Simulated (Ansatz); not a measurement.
# ClH4NSSi: the cost of one run

Method: RKS PBE0-D4/6-31G, in Ansatz 0.2.0.

## 1. Starting point

Bond lengths: N1–Si2 1.708 Å, Si2–S3 2.154 Å, Si2–Cl4 2.015 Å, N1–H5 1.006 Å, N1–H6 1.006 Å, Si2–H7 1.457 Å, S3–H8 1.323 Å. Angles: N1–Si2–S3 103.1°, N1–Si2–Cl4 108.2°, N1–Si2–H7 117.7°, S3–Si2–Cl4 112.7°, S3–Si2–H7 107.5°, Cl4–Si2–H7 107.7°, Si2–N1–H5 121.5°, Si2–N1–H6 120.3°, H5–N1–H6 111.6°, Si2–S3–H8 96.5°.

As a file:

```xyz
8

N    -0.5823    1.2844    0.0133
Si    0.3155   -0.1367   -0.2872
S    -0.0443   -1.3216    1.4750
Cl   -0.4064   -0.9951   -1.9609
H    -0.6738    2.0058   -0.6819
H    -0.6450    1.6582    0.9449
H     1.7589   -0.0075   -0.4424
H     0.2774   -2.4875    0.9392
```

## 2. Relaxing end A

input.yaml

```yaml
crystal:
  periodic: [false, false, false]
  atoms:
    - { symbol: "N", position_ang: [-0.58229, 1.28438, 0.01334] }
    - { symbol: Si, position_ang: [0.31545, -0.13673, -0.28722] }
    - { symbol: S, position_ang: [-0.04429, -1.32156, 1.47502] }
    - { symbol: Cl, position_ang: [-0.40644, -0.99509, -1.96089] }
    - { symbol: H, position_ang: [-0.67377, 2.00579, -0.68192] }
    - { symbol: H, position_ang: [-0.64495, 1.65817, 0.94492] }
    - { symbol: H, position_ang: [1.75887, -0.00746, -0.44244] }
    - { symbol: H, position_ang: [0.27742, -2.4875, 0.93918] }
basis:
  gaussian: { orbitals: "6-31G" }
hamiltonian:
  xc: pbe0
  dispersion: d4
relax:
  f_tol: 0.015
  max_steps: 40
output:
  orbitals: {}
```

The run is started by

```bash
$ ansatz run input.yaml --threads 1 --pin off --max-ram 2048MiB --backend cpu --events-out ev --progress --plain --runs-dir out
```

Q: Estimate wall time and peak memory on 1 thread of Arm Neoverse V1, shared host.

About 52 s, with a peak of 0.15 GiB.
